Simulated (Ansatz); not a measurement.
**GaGe3 under changes of volume**

One of the cells (19.580 Å³/atom); the others are scaled copies at fixed shape and fractional positions:

```
Ge Ga
1.0
     4.27847    0.00000    0.00000
     0.00000    4.27847    0.00000
     0.00000    0.00000    4.27847
Ge Ga
3 1
Direct
  0.50000 0.50000 0.00000
  0.50000 0.00000 0.50000
  0.00000 0.50000 0.50000
  0.00000 0.00000 0.00000
```

The cell comes from a database or a generator and needn't be the stable form of this composition.

* Program: Ansatz 0.2.0
* Functional: LDA
* Potentials or basis: Ansatz PAW
* Cutoff: 420 eV (not typed: the program's choice for these potentials)
* k mesh: 6 × 6 × 6
* Occupations: fermi-dirac, width 0.05 eV
* Spin: no spin polarisation

| volume (Å³/atom) | energy over the lowest point (meV/atom) | pressure (GPa) |
| --- | --- | --- |
| 18.405 | 0.00 | -1.4 |
| 18.796 | 5.09 | -2.7 |
| 19.188 | ? | ? |
| 19.580 | 23.76 | -4.9 |
| 19.971 | 36.73 | -5.7 |
| 20.363 | 51.72 | -6.5 |
| 20.754 | 68.42 | -7.2 |

Q: What does the run at 19.188 Å³/atom give?

A: Energy over the lowest point 13.11 meV/atom; pressure -3.8 GPa.

Worked out: A Birch-Murnaghan fit of order 3 (a polynomial in V^(-2/3)) to the other rows has its minimum at 18.03 Å³/atom, just outside them, with B0 = V·E''(V) = 72 GPa and B' = 4.9. It gives 13.12 meV/atom at 19.188 Å³/atom, against the run's 13.11, and -dE/dV = -3.8 GPa, against -3.8.

Energies are extrapolated to zero smearing.

Caveats: the PAW data sets come from PBE, with cores solved anew for the run's functional, which leaves a small shift of forces and pressure.
